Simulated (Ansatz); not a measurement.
# GePHO (triplet): from Hartree-Fock to the top rungs, cc-pVDZ

One table from this session's results is given with a row withheld; the runs are named, their logs left out.

The runs use Ansatz 0.2.0, Gaussian basis; cc-pVDZ, core rule «outside noble gas», up to 20 orbitals frozen.

To be run: UHF; CCSD(T) on ROHF; CCSD(T) on UHF; BCCD(T) on ROHF; CISD as a restricted active space (open shells left free, so some higher excitations enter); CCSDT(Q) on ROHF; CCSDT(Q) on UHF.

7 further runs of the same task are left out: 1 for a known fault of the program, 6 set aside as unsound or not needed. Runs told in other sessions of the task aren't counted.

### The system

The geometry is a PBE0/def2-TZVP stationary point (not a proven minimum). No spin-orbit coupling is included. The filled d shell of Ge may be among the frozen orbitals whatever the setting's name suggests.

4 atoms, charge 0, spin multiplicity 3.

Atoms are counted from 1 here; the program's logs count them from 0.

Bond lengths: Ge1–O2 1.807 Å, O2–P3 1.633 Å, P3–H4 1.432 Å. Angles: Ge1–O2–P3 130.7°, O2–P3–H4 96.2°.

Set-up of the first run:

Input file in.yaml:

```yaml
crystal:
  periodic: [false, false, false]
  atoms:
    - {symbol: Ge, position_ang: [0.000000, -0.042614, 1.059894]}
    - {symbol: O, position_ang: [0.000000, 0.574218, -0.638584]}
    - {symbol: P, position_ang: [0.000000, -0.227192, -2.061619]}
    - {symbol: H, position_ang: [0.000000, 0.937911, -2.894664]}
basis:
  gaussian: {orbitals: cc-pVDZ}
magnetization: {spin_polarized: true, initial_magnetization: 2}
hamiltonian: {xc: hf}
output: {orbitals: {seedname: orbitals}}
```

Started as:

```sh
$ ansatz run in.yaml --threads 1 --pin off --events-out ev --progress --plain --max-ram 4096MiB --backend cpu
```

Among the steps run: UHF; CCSD(T) on ROHF; CCSD(T) on UHF; BCCD(T) on ROHF; CISD as a restricted active space (open shells left free, so some higher excitations enter); CCSDT(Q) on ROHF; CCSDT(Q) on UHF.

One of the session's tables, all rows but one given; the rest of the session is left out.

```
   method  from UCCSDT(Q) (kcal/mol)
     ROHF                    +245.13
      UHF                    +239.82
     RMP2                          ?
     UMP2                     +28.20
    RCCSD                      +8.75
    UCCSD                      +8.57
 RCCSD(T)                      +1.51
 UCCSD(T)                      +1.46
  BCCD(T)                      +1.36
   RCCSDT                      +0.87
   UCCSDT                      +0.79
RCCSDT(Q)                      +0.23
UCCSDT(Q)                          0
```

Estimate the missing values for RMP2.

**Answer.** from UCCSDT(Q) (kcal/mol): +27.36. In the column «from UCCSDT(Q) (kcal/mol)» it lies between RCCSD (+8.75) and UMP2 (+28.20).

Not comparable, so not listed: CISD as a restricted active space (open shells left free, so some higher excitations enter) (they don't share determinant, frozen orbitals or solution with the rows shown, or repeat one).

Caveats from the session: Restricted and unrestricted rows rest on different reference determinants; a gap between their highest levels can come from leftover correlation error, from unlike frozen cores or from another state.
